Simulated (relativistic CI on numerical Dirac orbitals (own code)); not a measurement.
# Mo⁺: 4s photoemission multiplets

Wanted: the shape of the 4s photoemission spectrum of Mo⁺ in 4 surroundings, from the same atomic integrals.

Method: Dirac-Coulomb-Breit CI, KLI orbitals optimised for each configuration, model QED (radiative potential, 1s self-energy scaled to tabulated hydrogen-like ionisation energies), valence Slater integrals scaled by 0.8, multiplet model of photoemission in the sudden approximation. Code: relativistic CI on numerical Dirac orbitals (own code) version 1.

### Step 1. What is computed

- ion: Mo⁺ (Mo II)
- nuclear charge: 42
- electrons: 41
- configurations: [Kr] 4d5 → [Ar] 3d10 4s 4p6 4d5
- temperature: 80 K
- widths: Lorentz 2 eV, Gauss 0.6 eV
- surrounding 1: free ion
- surrounding 2: D3d, 10Dq = 19100, Dsigma = -550, Dtau = 360 cm⁻¹
- surrounding 3: Td, 10Dq = -5550 cm⁻¹
- surrounding 4: Td, 10Dq = -10250 cm⁻¹

### Step 2. Surrounding 1: free ion

Settings, as recorded:

```ini
atom Mo  Z=42  charge=1  electrons=41
nucleus A=98  rms_radius_fm=4.4091
hamiltonian dirac-coulomb  breit=on  qed=on  c_scale=1
orbitals kli  potential=per-configuration
slater_scale 0.8
correlation none
mixing on
configurations
  [Kr] 4d5
  [Ar] 3d10 4s 4p6 4d5
end
photoemission 4s T=80 lorentz=2 gauss=0.6
crystal_field free
```

### Step 3. Surrounding 2: D3d, 10Dq = 19100, Dsigma = -550, Dtau = 360

The settings differ from step 2 so:

```diff
@@ -12,2 +12,2 @@
 photoemission 4s T=80 lorentz=2 gauss=0.6
-crystal_field free
+crystal_field D3d 10Dq=19100 Dsigma=-550 Dtau=360
```

### Step 4. Surrounding 3: Td, 10Dq = -5550

The settings differ from step 3 so:

```diff
@@ -12,2 +12,2 @@
 photoemission 4s T=80 lorentz=2 gauss=0.6
-crystal_field D3d 10Dq=19100 Dsigma=-550 Dtau=360
+crystal_field Td 10Dq=-5550
```

### Step 5. Surrounding 4: Td, 10Dq = -10250

The settings differ from step 4 so:

```diff
@@ -12,2 +12,2 @@
 photoemission 4s T=80 lorentz=2 gauss=0.6
-crystal_field Td 10Dq=-5550
+crystal_field Td 10Dq=-10250
```

(Steps that only read results are left out.)

**Question.** What will these runs give? Wanted: highest peak, first run; ground spin.

The runs gave:

| surrounding | ground S | centroid (eV) | spread (eV) | up to four highest peaks (% of the highest), eV |
| --- | --- | --- | --- | --- |
| 1: free | 2.50 | 82.43 | 3.39 | 79.6 (100), 86.4 (72) |
| 2: D3d | 0.51 | 82.92 | 1.01 | 82.4 (100) |
| 3: Td | 2.50 | 82.43 | 3.39 | 79.6 (100), 86.4 (72) |
| 4: Td | 2.49 | 82.43 | 3.38 | 79.6 (100), 86.4 (72) |

```
                           quantity         value
            highest peak, first run       79.6 eV
ground spin (effective S from ⟨S²⟩)  0.51 to 2.50
```

In words: The ground spin changes between the runs (2.50 to 0.51), and the line shape with it. The position of the maximum differs by up to 2.8 eV between the surroundings, by shifts of peaks or by peaks exchanging rank. Energies are those of the free ion without screening by ligands; binding energies in solids differ by tens of eV. The exchange splitting of an s hole comes out too large without intra-shell correlation.
